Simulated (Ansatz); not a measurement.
What does this script print? It uses Ansatz's Python interface.

Script `scan_ch4fisi.py`:
```python
"""Potential curve of CH4FISi along one bond."""

import warnings

import ansatz as az
import numpy as np

warnings.simplefilter("ignore", az.DeckWarning)

geometry_ang = [
    ("F", (0.14, -0.5131, -1.8444)),
    ("C", (-0.2541, 0.3636, -0.8338)),
    ("Si", (0.3787, -0.2956, 0.7407)),
    ("I", (-2.2817, 0.4521, -0.7347)),
    ("H", (0.1727, 1.3422, -1.0796)),
    ("H", (0.0766, 0.6126, 1.8972)),
    ("H", (1.9244, -0.3792, 0.7258)),
    ("H", (-0.0645, -1.6397, 1.0731)),
]
ch4fisi = az.Crystal.molecule()
for symbol, xyz in geometry_ang:
    ch4fisi = ch4fisi.atom(symbol, xyz)

symbols = [site.symbol for site in ch4fisi.cartesian_sites]
start = np.array([site.position_ang for site in ch4fisi.cartesian_sites])
axis = (start[3] - start[1]) / np.linalg.norm(start[3] - start[1])
moving = [3]
lengths, energies = [1.788, 1.869, 1.951, 2.032, 2.113, 2.195, 2.276, 2.398], []
for length in lengths:
    xyz = start.copy()
    xyz[moving] += (length - np.linalg.norm(start[3] - start[1])) * axis
    point = az.Crystal.molecule()
    for symbol, place in zip(symbols, xyz):
        point = point.atom(symbol, place.tolist())
    calc = (
        point.calculation()
        .basis(gaussian="def2-SVP")
        .functional("PBE", dispersion="d3bj")
    )
    report = calc.run(threads=1).report
    energies.append(report["free_energy_ev"])
    print(f"r = {length:6.3f} A  E = {energies[-1]:.5f} eV  <S^2> = {abs(report['mean_field']['state']['spin_squared']):.3f}")

# quartic fit about the minimum
fit = np.polynomial.Polynomial.fit(lengths, np.array(energies) - min(energies), 4).convert()
roots = [r.real for r in fit.deriv().roots() if abs(r.imag) < 1e-9 and fit.deriv(2)(r.real) > 0]
r_e = min(roots, key=lambda r: abs(r - lengths[int(np.argmin(energies))]))
print(f"minimum of the fit at {r_e:.4f} A, force constant {fit.deriv(2)(r_e):.2f} eV/A^2")
```

```console
$ python scan_ch4fisi.py
r =  1.788 A  E = -19781.01118 eV  <S^2> = 0.000
r =  1.869 A  E = -19781.81689 eV  <S^2> = 0.000
r =  1.951 A  E = -19782.33395 eV  <S^2> = 0.000
r =  2.032 A  E = -19782.63301 eV  <S^2> = 0.000
r =  2.113 A  E = -19782.78167 eV  <S^2> = 0.000
r =  2.195 A  E = -19782.82324 eV  <S^2> = 0.000
r =  2.276 A  E = -19782.78847 eV  <S^2> = 0.000
r =  2.398 A  E = -19782.64283 eV  <S^2> = 0.000
minimum of the fit at 2.1946 A, force constant 10.86 eV/A^2
```

Notes:
- Total energies depend on the basis set; only differences at equal settings carry meaning.
- The rest of the molecule is held rigid at a force-field or estimated start geometry, and the basis set is modest; single-reference methods fail as a bond breaks.
- def2 sets replace the cores of elements past krypton by effective core potentials.
- The orbitals are restricted, so S² is zero by construction.
- Toward dissociation an unrestricted state can lie under the restricted one, by tenths of an eV for polar bonds under a functional and by 1 to 2 eV or more for others.
- Timing: 27 s on 1 thread of Arm Neoverse N1, with other jobs on the host, peak memory 0.2 GiB.
